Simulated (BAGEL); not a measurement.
# One shape, several levels: doublet [CH4GeO2]+

We compute a comparison of 4 runs (UHF/STO-3G, ROHF/6-31G*, UHF/6-31G*, ROHF/def2-SVP) of doublet [CH4GeO2]+. 

Program for the calculation: BAGEL 1.2.2.

8 further runs of the same task are left out: 5 that didn't finish, 3 set aside as unsound or not needed.

### Step 1. The structure to begin with

[CH4GeO2]+: 8 atoms, total charge +1, spin state doublet. SMILES of the parent species: `O=C[O][GeH3]`. The shape is that of a PBE0-D4/def2-TZVP optimisation. That shape belongs to the parent species and isn't relaxed for this state.

Bond lengths: O1–C2 1.203 Å, C2–O3 1.318 Å, O3–Ge4 1.840 Å, C2–H5 1.101 Å, Ge4–H6 1.528 Å, Ge4–H7 1.528 Å, Ge4–H8 1.531 Å. Angles: O1–C2–O3 124.7°, C2–O3–Ge4 113.7°, O1–C2–H5 123.7°, O3–C2–H5 111.6°, O3–Ge4–H6 108.6°, O3–Ge4–H7 108.6°, O3–Ge4–H8 100.3°, H6–Ge4–H7 113.7°, H6–Ge4–H8 112.4°, H7–Ge4–H8 112.4°.

### Step 2. A single-point energy at UHF/STO-3G (density fitting with qzvpp-jkfit) (run 1)

Contents of hf.json:

```json
{ "bagel": [

{
  "title": "molecule",
  "basis": "sto-3g",
  "df_basis": "qzvpp-jkfit",
  "angstrom": true,
  "geometry": [
    { "atom": "O", "xyz": [    1.249800,   -0.737800,    1.111600 ] },
    { "atom": "C", "xyz": [    1.395900,    0.277800,    0.484100 ] },
    { "atom": "O", "xyz": [    0.493200,    0.797800,   -0.322800 ] },
    { "atom": "Ge", "xyz": [   -1.061900,   -0.180000,   -0.421000 ] },
    { "atom": "H", "xyz": [    2.310300,    0.889700,    0.516800 ] },
    { "atom": "H", "xyz": [   -1.700900,   -0.218500,    0.966900 ] },
    { "atom": "H", "xyz": [   -0.732900,   -1.562300,   -0.983900 ] },
    { "atom": "H", "xyz": [   -1.861500,    0.676100,   -1.407500 ] }
  ]
},
{ "title": "uhf", "charge": 1, "nopen": 1 },
{ "title": "print", "file": "orbitals.molden", "orbitals": true }

]}
```

Launch:

```bash
$ BAGEL_NUM_THREADS=1 BAGEL hf.json > hf.out
```

What it wrote:

```text
* using 1 threads per process

  ===============================================================
  ===============================================================

  *** Geometry ***

  { "atom" : "O", "xyz" : [      2.361780,     -1.394240,      2.100620 ] },
  { "atom" : "C", "xyz" : [      2.637869,      0.524966,      0.914816 ] },
  { "atom" : "O", "xyz" : [      0.932013,      1.507624,     -0.610004 ] },
  { "atom" : "Ge", "xyz" : [     -2.006700,     -0.340151,     -0.795575 ] },
  { "atom" : "H", "xyz" : [      4.365834,      1.681289,      0.976610 ] },
  { "atom" : "H", "xyz" : [     -3.214235,     -0.412905,      1.827176 ] },
  { "atom" : "H", "xyz" : [     -1.384980,     -2.952319,     -1.859302 ] },
  { "atom" : "H", "xyz" : [     -3.517725,      1.277644,     -2.659790 ] },

  Number of auxiliary basis functions:      567

  Since a DF basis is specified, we compute 2- and 3-index integrals:
    o Being stored without compression. Storage requirement is 0.006 GB

  Number of basis functions:       37
  Number of electrons      :       58

    * METHOD: MOLECULE                             0.22

  *** Open-shell HF ***

  === Nuclear Repulsion ===
   272.5911180305

      * DIIS with orbital gradients will be used.

  === UHF iteration (sto-3g) ===
      0      -2238.80460725          0.03306189           0.07
      1      -2238.91875771          0.01414441           0.07
      2      -2238.93716627          0.00577590           0.07
      3      -2238.94081792          0.00177871           0.07
      4      -2238.94187744          0.00066776           0.07
      5      -2238.94205641          0.00028733           0.07
      6      -2238.94214586          0.00015293           0.07
      7      -2238.94218766          0.00008296           0.07
      8      -2238.94220917          0.00003133           0.07
      9      -2238.94221536          0.00001018           0.07
     10      -2238.94221719          0.00000554           0.07
     11      -2238.94221797          0.00000329           0.07
     12      -2238.94221833          0.00000317           0.07
     13      -2238.94221878          0.00000285           0.07
     14      -2238.94221958          0.00000203           0.07
     15      -2238.94221991          0.00000110           0.07
     16      -2238.94222002          0.00000054           0.07
     17      -2238.94222002          0.00000022           0.07
     18      -2238.94222002          0.00000007           0.07
     19      -2238.94222002          0.00000004           0.07
     20      -2238.94222002          0.00000001           0.07
     21      -2238.94222002          0.00000000           0.07
    * SCF iteration converged.

    * S^2 (UHF) is 0.7702

    * Permanent dipole moment:
           (   -1.572831,    -0.138973,    -0.685416) a.u.

    * METHOD: UHF                                  1.62

    * METHOD: PRINT                                0.00

  ===============================================================
```

Wall time 2 s (1 thread of Arm Neoverse V2, shared host).

### Step 3. A single-point energy at ROHF/6-31G(d) (density fitting with qzvpp-jkfit, spherical functions) (run 2)

Contents of input.json:

```json
{ "bagel" : [

{
  "title" : "molecule",
  "basis" : "6-31gs.json",
  "df_basis" : "qzvpp-jkfit",
  "angstrom" : true,
  "geometry" : [
    { "atom" : "O", "xyz" : [       1.249800,      -0.737800,       1.111600 ] },
    { "atom" : "C", "xyz" : [       1.395900,       0.277800,       0.484100 ] },
    { "atom" : "O", "xyz" : [       0.493200,       0.797800,      -0.322800 ] },
    { "atom" : "Ge", "xyz" : [      -1.061900,      -0.180000,      -0.421000 ] },
    { "atom" : "H", "xyz" : [       2.310300,       0.889700,       0.516800 ] },
    { "atom" : "H", "xyz" : [      -1.700900,      -0.218500,       0.966900 ] },
    { "atom" : "H", "xyz" : [      -0.732900,      -1.562300,      -0.983900 ] },
    { "atom" : "H", "xyz" : [      -1.861500,       0.676100,      -1.407500 ] }
  ]
},

{
  "title" : "rohf",
  "charge" : 1,
  "nopen" : 1
},

{
  "title" : "print",
  "file" : "orbitals.molden",
  "orbitals" : true
}

]}
```

The basis set 6-31G* is read from a file made from the Basis Set Exchange's data (not shown).

Launch:

```bash
$ BAGEL_NUM_THREADS=1 BAGEL input.json > input.out
```

What it wrote:

```text
* using 1 threads per process

  ===============================================================
  ===============================================================

  *** Geometry ***

  { "atom" : "O", "xyz" : [      2.361780,     -1.394240,      2.100620 ] },
  { "atom" : "C", "xyz" : [      2.637869,      0.524966,      0.914816 ] },
  { "atom" : "O", "xyz" : [      0.932013,      1.507624,     -0.610004 ] },
  { "atom" : "Ge", "xyz" : [     -2.006700,     -0.340151,     -0.795575 ] },
  { "atom" : "H", "xyz" : [      4.365834,      1.681289,      0.976610 ] },
  { "atom" : "H", "xyz" : [     -3.214235,     -0.412905,      1.827176 ] },
  { "atom" : "H", "xyz" : [     -1.384980,     -2.952319,     -1.859302 ] },
  { "atom" : "H", "xyz" : [     -3.517725,      1.277644,     -2.659790 ] },

  Number of auxiliary basis functions:      567

  Since a DF basis is specified, we compute 2- and 3-index integrals:
    o Being stored without compression. Storage requirement is 0.031 GB

  Number of basis functions:       82
  Number of electrons      :       58

    * METHOD: MOLECULE                             0.31

  *** Open-shell HF ***

  === Nuclear Repulsion ===
   272.5911180305

      * DIIS with orbital gradients will be used.

  === ROHF iteration (6-31gs.json) ===
      0      -2264.28393178          0.04313365           0.19
      1      -2264.33693920          0.04649398           0.19
      2      -2264.36322506          0.04054827           0.19
      3      -2264.61743332          0.00949081           0.19
      4      -2264.63954237          0.00563491           0.18
      5      -2264.65607892          0.00196831           0.19
      6      -2264.65902884          0.00061663           0.18
      7      -2264.65934510          0.00029135           0.19
      8      -2264.65941324          0.00009577           0.19
      9      -2264.65940900          0.00004825           0.18
     10      -2264.65941734          0.00001879           0.18
     11      -2264.65942032          0.00001221           0.17
     12      -2264.65942153          0.00000842           0.18
     13      -2264.65942153          0.00000486           0.18
     14      -2264.65942190          0.00000215           0.18
     15      -2264.65942180          0.00000091           0.18
     16      -2264.65942179          0.00000042           0.19
     17      -2264.65942179          0.00000024           0.19
     18      -2264.65942180          0.00000016           0.19
     19      -2264.65942180          0.00000013           0.18
     20      -2264.65942181          0.00000012           0.18
     21      -2264.65942181          0.00000009           0.18
     22      -2264.65942181          0.00000006           0.18
     23      -2264.65942181          0.00000003           0.18
     24      -2264.65942181          0.00000002           0.19
     25      -2264.65942181          0.00000001           0.18
    * SCF iteration converged.

    * S^2 (ROHF) is 0.7500

    * Permanent dipole moment:
           (   -1.657936,    -0.122881,    -0.738793) a.u.

    * METHOD: ROHF                                 5.03

    * METHOD: PRINT                                0.01

  ===============================================================
```

It took 5.7 s on 1 thread of Arm Neoverse V2, shared host; peak memory 0.14 GiB.

### Step 4. The energy at UHF/6-31G(d) (density fitting with qzvpp-jkfit, spherical functions) (run 3)

Contents of hf.json:

```json
{ "bagel" : [

{
  "title" : "molecule",
  "basis" : "6-31gs.json",
  "df_basis" : "qzvpp-jkfit",
  "angstrom" : true,
  "geometry" : [
    { "atom" : "O", "xyz" : [    1.249800,   -0.737800,    1.111600 ] },
    { "atom" : "C", "xyz" : [    1.395900,    0.277800,    0.484100 ] },
    { "atom" : "O", "xyz" : [    0.493200,    0.797800,   -0.322800 ] },
    { "atom" : "Ge", "xyz" : [   -1.061900,   -0.180000,   -0.421000 ] },
    { "atom" : "H", "xyz" : [    2.310300,    0.889700,    0.516800 ] },
    { "atom" : "H", "xyz" : [   -1.700900,   -0.218500,    0.966900 ] },
    { "atom" : "H", "xyz" : [   -0.732900,   -1.562300,   -0.983900 ] },
    { "atom" : "H", "xyz" : [   -1.861500,    0.676100,   -1.407500 ] }
  ]
},
{ "title" : "uhf", "charge" : 1, "nopen" : 1 },
{ "title" : "print", "file" : "orbitals.molden", "orbitals" : true }

]}
```

The basis set 6-31G* is read from a file made from the Basis Set Exchange's data (not shown).

Launch:

```bash
$ BAGEL_NUM_THREADS=1 BAGEL hf.json > hf.out
```

What it wrote:

```text
* using 1 threads per process

  ===============================================================
  ===============================================================

  *** Geometry ***

  { "atom" : "O", "xyz" : [      2.361780,     -1.394240,      2.100620 ] },
  { "atom" : "C", "xyz" : [      2.637869,      0.524966,      0.914816 ] },
  { "atom" : "O", "xyz" : [      0.932013,      1.507624,     -0.610004 ] },
  { "atom" : "Ge", "xyz" : [     -2.006700,     -0.340151,     -0.795575 ] },
  { "atom" : "H", "xyz" : [      4.365834,      1.681289,      0.976610 ] },
  { "atom" : "H", "xyz" : [     -3.214235,     -0.412905,      1.827176 ] },
  { "atom" : "H", "xyz" : [     -1.384980,     -2.952319,     -1.859302 ] },
  { "atom" : "H", "xyz" : [     -3.517725,      1.277644,     -2.659790 ] },

  Number of auxiliary basis functions:      567

  Since a DF basis is specified, we compute 2- and 3-index integrals:
    o Being stored without compression. Storage requirement is 0.031 GB

  Number of basis functions:       82
  Number of electrons      :       58

    * METHOD: MOLECULE                             0.31

  *** Open-shell HF ***

  === Nuclear Repulsion ===
   272.5911180305

      * DIIS with orbital gradients will be used.

  === UHF iteration (6-31gs.json) ===
      0      -2264.28393178          0.04313365           0.20
      1      -2264.33806331          0.04644281           0.19
      2      -2264.38290534          0.03976062           0.20
      3      -2264.62438113          0.00803134           0.20
      4      -2264.64548018          0.00504824           0.20
      5      -2264.66158586          0.00178153           0.20
      6      -2264.66455799          0.00054684           0.21
      7      -2264.66482859          0.00024592           0.20
      8      -2264.66489960          0.00009221           0.20
      9      -2264.66493602          0.00003973           0.21
     10      -2264.66495576          0.00002084           0.20
     11      -2264.66496218          0.00001445           0.20
     12      -2264.66496469          0.00000806           0.20
     13      -2264.66496458          0.00000323           0.20
     14      -2264.66496462          0.00000154           0.21
     15      -2264.66496475          0.00000101           0.20
     16      -2264.66496482          0.00000072           0.19
     17      -2264.66496485          0.00000042           0.19
     18      -2264.66496485          0.00000029           0.19
     19      -2264.66496485          0.00000023           0.19
     20      -2264.66496485          0.00000015           0.18
     21      -2264.66496485          0.00000010           0.19
     22      -2264.66496485          0.00000008           0.19
     23      -2264.66496485          0.00000007           0.19
     24      -2264.66496485          0.00000006           0.19
     25      -2264.66496485          0.00000004           0.19
     26      -2264.66496485          0.00000003           0.19
     27      -2264.66496485          0.00000002           0.19
     28      -2264.66496485          0.00000001           0.19
     29      -2264.66496485          0.00000001           0.19
    * SCF iteration converged.

    * S^2 (UHF) is 0.7641

    * Permanent dipole moment:
           (   -1.657751,    -0.126342,    -0.736317) a.u.

    * METHOD: UHF                                  6.14

    * METHOD: PRINT                                0.01

  ===============================================================
```

Run time: 6.9 s. Hardware: 1 thread of Arm Neoverse V2, shared host; peak memory 0.14 GiB.

### Step 5. The energy at ROHF/def2-SVP (density fitting with qzvpp-jkfit) (run 4)

Contents of hf.json:

```json
{ "bagel" : [

{
  "title" : "molecule",
  "basis" : "svp",
  "df_basis" : "qzvpp-jkfit",
  "angstrom" : true,
  "geometry" : [
    { "atom" : "O", "xyz" : [       1.249800,      -0.737800,       1.111600 ] },
    { "atom" : "C", "xyz" : [       1.395900,       0.277800,       0.484100 ] },
    { "atom" : "O", "xyz" : [       0.493200,       0.797800,      -0.322800 ] },
    { "atom" : "Ge", "xyz" : [      -1.061900,      -0.180000,      -0.421000 ] },
    { "atom" : "H", "xyz" : [       2.310300,       0.889700,       0.516800 ] },
    { "atom" : "H", "xyz" : [      -1.700900,      -0.218500,       0.966900 ] },
    { "atom" : "H", "xyz" : [      -0.732900,      -1.562300,      -0.983900 ] },
    { "atom" : "H", "xyz" : [      -1.861500,       0.676100,      -1.407500 ] }
  ]
},

{
  "title" : "rohf",
  "charge" : 1,
  "nopen" : 1
},

{
  "title" : "print",
  "file" : "orbitals.molden",
  "orbitals" : true
}

]}
```

Launch:

```bash
$ BAGEL_NUM_THREADS=1 BAGEL hf.json > hf.out
```

What it wrote:

```text
* using 1 threads per process

  ===============================================================
  ===============================================================

  *** Geometry ***

  { "atom" : "O", "xyz" : [      2.361780,     -1.394240,      2.100620 ] },
  { "atom" : "C", "xyz" : [      2.637869,      0.524966,      0.914816 ] },
  { "atom" : "O", "xyz" : [      0.932013,      1.507624,     -0.610004 ] },
  { "atom" : "Ge", "xyz" : [     -2.006700,     -0.340151,     -0.795575 ] },
  { "atom" : "H", "xyz" : [      4.365834,      1.681289,      0.976610 ] },
  { "atom" : "H", "xyz" : [     -3.214235,     -0.412905,      1.827176 ] },
  { "atom" : "H", "xyz" : [     -1.384980,     -2.952319,     -1.859302 ] },
  { "atom" : "H", "xyz" : [     -3.517725,      1.277644,     -2.659790 ] },

  Number of auxiliary basis functions:      567

  Since a DF basis is specified, we compute 2- and 3-index integrals:
    o Being stored without compression. Storage requirement is 0.040 GB

  Number of basis functions:       94
  Number of electrons      :       58

    * METHOD: MOLECULE                             0.30

  *** Open-shell HF ***

  === Nuclear Repulsion ===
   272.5911180305

      * DIIS with orbital gradients will be used.

  === ROHF iteration (svp) ===
      0      -2264.19993301          0.03454409           0.22
      1      -2264.25352376          0.03697816           0.22
      2      -2264.26265518          0.03288574           0.21
      3      -2264.48640915          0.00818897           0.21
      4      -2264.50797333          0.00583277           0.22
      5      -2264.52662939          0.00432683           0.22
      6      -2264.53899927          0.00175896           0.22
      7      -2264.54113055          0.00089977           0.22
      8      -2264.54125188          0.00023666           0.22
      9      -2264.54138246          0.00010103           0.22
     10      -2264.54137950          0.00005175           0.22
     11      -2264.54139092          0.00003231           0.22
     12      -2264.54139581          0.00001890           0.21
     13      -2264.54139658          0.00001071           0.21
     14      -2264.54139745          0.00000382           0.22
     15      -2264.54139757          0.00000102           0.23
     16      -2264.54139714          0.00000044           0.24
     17      -2264.54139710          0.00000023           0.23
     18      -2264.54139712          0.00000016           0.24
     19      -2264.54139714          0.00000014           0.23
     20      -2264.54139714          0.00000012           0.23
     21      -2264.54139714          0.00000008           0.23
     22      -2264.54139715          0.00000005           0.22
     23      -2264.54139715          0.00000004           0.23
     24      -2264.54139715          0.00000003           0.23
     25      -2264.54139715          0.00000002           0.23
     26      -2264.54139715          0.00000001           0.22
     27      -2264.54139715          0.00000001           0.23
    * SCF iteration converged.

    * S^2 (ROHF) is 0.7500

    * Permanent dipole moment:
           (   -1.660279,    -0.119767,    -0.742106) a.u.

    * METHOD: ROHF                                 6.52

    * METHOD: PRINT                                0.01

  ===============================================================
```

Run time: 7.2 s. Hardware: 1 thread of Arm Neoverse V2, shared host; peak memory 0.16 GiB.

### Step 6. Overview of the runs

| run | level | energy (Eh) | ⟨S²⟩ | wall time |
| --- | --- | --- | --- | --- |
| 1 | UHF/STO-3G (density fitting with qzvpp-jkfit) | -2238.942220 | 0.770 | 2 s |
| 2 | ROHF/6-31G* (density fitting with qzvpp-jkfit, spherical functions) | -2264.659422 | 0.750 | 5.7 s |
| 3 | UHF/6-31G* (density fitting with qzvpp-jkfit, spherical functions) | -2264.664965 | 0.764 | 6.9 s |
| 4 | ROHF/def2-SVP (density fitting with qzvpp-jkfit) | -2264.541397 | 0.750 | 7.2 s |

### Step 7. What came out

```
           quantity           value
run 4: total energy  -2264.54140 Eh
        run 4: ⟨S²⟩           0.750
```

**Reading.** In run 1 the basis is minimal, so the values are rough. All runs together took 22 s, the longest 7.2 s.
